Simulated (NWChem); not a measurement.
**C2H3F3 (1,1,2-trifluoroethane): PBE/def2-TZVP**

What is the electronic atomisation energy of C2H3F3 (1,1,2-trifluoroethane) at PBE/def2-TZVP? 

The results are computed with NWChem 7.3.0.

## (1) Starting point

The species is C2H3F3 (8 atoms), meant as a singlet with charge 0. SMILES: `FCC(F)F`. Geometry: relaxed at PBE0-D4/def2-TZVP. This is one conformer, not always the lowest.

Bond lengths: F1–C2 1.372 Å, C2–C3 1.509 Å, C3–F4 1.352 Å, C3–F5 1.356 Å, C2–H6 1.093 Å, C2–H7 1.093 Å, C3–H8 1.095 Å. Some angles: F1–C2–C3 109.3°, C2–C3–F4 110.4°, C2–C3–F5 108.3°, F4–C3–F5 107.9°, F1–C2–H6 109.4°, F1–C2–H7 109.2°, C3–C2–H6 109.5°, C3–C2–H7 109.4°, C2–C3–H8 113.0°, F4–C3–H8 108.2°.

## (2) A single-point energy at PBE/def2-TZVP (run 1)

The input, c2h3f3.nw:

```
start c2h3f3
title "C2H3F3 energy"
memory stack 880 mb heap 220 mb global 1100 mb
charge 0

geometry units angstrom noautosym nocenter noautoz
 F     -1.142800    -0.681000     1.163100
 C     -0.188200     0.195100     0.711800
 C      0.172900    -0.152400    -0.711300
 F      0.824200    -1.335800    -0.756500
 F      1.011700     0.803600    -1.182200
 H      0.701700     0.118900     1.342500
 H     -0.588500     1.211500     0.747300
 H     -0.698800    -0.217000    -1.370500
end

basis spherical bse
 F library def2-TZVP
 C library def2-TZVP
 H library def2-TZVP
end

dft
 xc xpbe96 cpbe96
 mult 1
 grid fine
 convergence energy 1e-08
 iterations 100
 mulliken
 noprint "final vectors analysis"
end

task dft
```

Command:

```console
$ nwchem c2h3f3.nw > c2h3f3.out
```

Output:

```text
[...]
          Wavefunction type:  closed shell.
          No. of atoms     :     8
          No. of electrons :    42
[...]
          Charge           :     0
          Spin multiplicity:     1
[...]
          AO basis - number of functions:   173
[...]
              XC Information
              --------------
          PerdewBurkeErnzerhof Exchange Functional  1.000
            Perdew 1991 LDA Correlation Functional  1.000 local
           PerdewBurkeErnz. Correlation Functional  1.000 non-local
[...]
 d= 0,ls=0.0,diis     1   -377.1568086626 -5.69D+02  8.43D-03  1.92D+00    12.8
[...]
 d= 0,ls=0.0,diis    11   -377.3173683876 -1.22D-09  7.13D-08  3.99D-10   112.3
         Total DFT energy =     -377.317368387617
      One electron energy =     -902.624841553012
           Coulomb energy =      376.940177023874
    Exchange-Corr. energy =      -42.992503305536
 Nuclear repulsion energy =      191.359799447058
[...]
      Total Density - Mulliken Population Analysis
     ---------------------------------------------
    Atom       Charge   Shell Charges
 -----------   ------   -------------------------------------------------------
    1 F    9     9.19   0.77  1.20  0.62  0.97  0.36  2.28  2.08  0.90  0.00  0.01  0.00
    2 C    6     5.98   0.85  1.12  0.53  0.64  0.06  1.30  1.13  0.21  0.03  0.10  0.01
    3 C    6     5.79   0.85  1.12  0.54  0.60  0.06  1.24  0.97  0.14  0.05  0.18  0.02
    4 F    9     9.16   0.77  1.20  0.62  0.97  0.34  2.28  2.09  0.87  0.00  0.01  0.00
    5 F    9     9.16   0.77  1.20  0.62  0.97  0.34  2.28  2.09  0.87  0.00  0.01  0.00
    6 H    1     0.89   0.28  0.47  0.12  0.02
    7 H    1     0.90   0.28  0.48  0.12  0.02
    8 H    1     0.93   0.28  0.48  0.14  0.02
[...]
```

Wall time 1.9 min (1 thread of AMD EPYC 7R43 (Zen 3), shared host); peak memory 0.12 GiB.

## (3) The C atom at the same level (run 2)

The input, mymol.xyz:

```xyz
1
C
C      0.000000     0.000000     0.000000
```

The input, mymol.nw:

```
start mymol
title "C"
memory 2200 mb

geometry noautosym nocenter noautoz
  load mymol.xyz
end

basis spherical bse
  * library def2-TZVP
end

dft
  xc xpbe96 cpbe96
  mult 3
  grid fine
  convergence energy 1e-08
  iterations 100
  mulliken
  print low
end

task dft energy
```

Run the same way, it converges to -37.79597 Eh (log not shown).

## (4) The F atom, same level (run 3)

The input, input.xyz:

```xyz
1

F      0.000000     0.000000     0.000000
```

The input, input.nw:

```
start input
memory total 2200 mb

geometry noautosym nocenter noautoz
  load format xyz input.xyz
end

basis spherical bse
  * library def2-TZVP
end

dft
  xc xpbe96 cpbe96
  mult 2
  grid fine
  convergence energy 1e-08
  maxiter 100
  mulliken
  print low
end

task dft energy
```

Command:

```console
$ nwchem input.nw > input.out
```

Output:

```text
[...]
 d= 0,ls=0.0,diis     1    -99.6561495059 -9.97D+01  3.27D-03  1.13D-01     0.2
[...]
 d= 0,ls=0.0,diis     7    -99.6691219439 -4.01D-10  1.25D-07  2.09D-10     1.0
[...]
         Total DFT energy =      -99.669121943874
      One electron energy =     -139.135448927056
           Coulomb energy =       49.733204665925
    Exchange-Corr. energy =      -10.266877682743
 Nuclear repulsion energy =        0.000000000000
[...]
      Total Density - Mulliken Population Analysis
     ---------------------------------------------
    Atom       Charge   Shell Charges
 -----------   ------   -------------------------------------------------------
    1 F    9     9.00   0.77  1.19  0.65  0.98  0.40  2.20  1.88  0.92  0.00  0.00  0.00
     --------------------------------------------
      Spin Density - Mulliken Population Analysis
     --------------------------------------------
    Atom       Charge   Shell Charges
 -----------   ------   -------------------------------------------------------
    1 F    9     1.00  -0.00 -0.00  0.01  0.01 -0.02  0.48  0.39  0.13  0.00  0.00  0.00
[...]
      <S2> =      0.7513 (Exact =     0.7500)
[...]
```

Wall time 1.7 s (1 thread of AMD EPYC 7R43 (Zen 3), shared host); peak memory 0.1 GiB.

## (5) The H atom (run 4)

The input, h.nw:

```
start h
memory total 2200 mb

geometry noautosym nocenter noautoz
   H        0.000000       0.000000       0.000000
end

basis spherical bse
   H library def2-TZVP
end

dft
   xc xpbe96 cpbe96
   mult 2
   grid fine
   convergence energy 1e-08
   iterations 100
   mulliken
   noprint "final vectors analysis"
end

task dft
```

Run the same way, it converges to -0.49962 Eh (log not shown).

## (6) All runs side by side

| run | level | partner | energy (Eh) | wall time |
| --- | --- | --- | --- | --- |
| 1 | PBE/def2-TZVP | base | -377.317368 | 1.9 min |
| 2 | UPBE/def2-TZVP | atoms | -37.795970 | 1.6 s |
| 3 | UPBE/def2-TZVP | atoms | -99.669122 | 1.7 s |
| 4 | UPBE/def2-TZVP | atoms | -0.499616 | 0.91 s |

## (7) Summary of results

At PBE/def2-TZVP:

| quantity | value |
| --- | --- |
| H atom: total energy | -0.49962 Eh |
| H atom: ⟨S²⟩ | 0.750 |
| electronic atomisation energy | 33.177 eV |

In words: Taking the molecule apart into free atoms costs 33.18 eV (765 kcal/mol), before zero-point energy and without spin-orbit coupling. All runs together took 2 min, the longest 1.9 min.
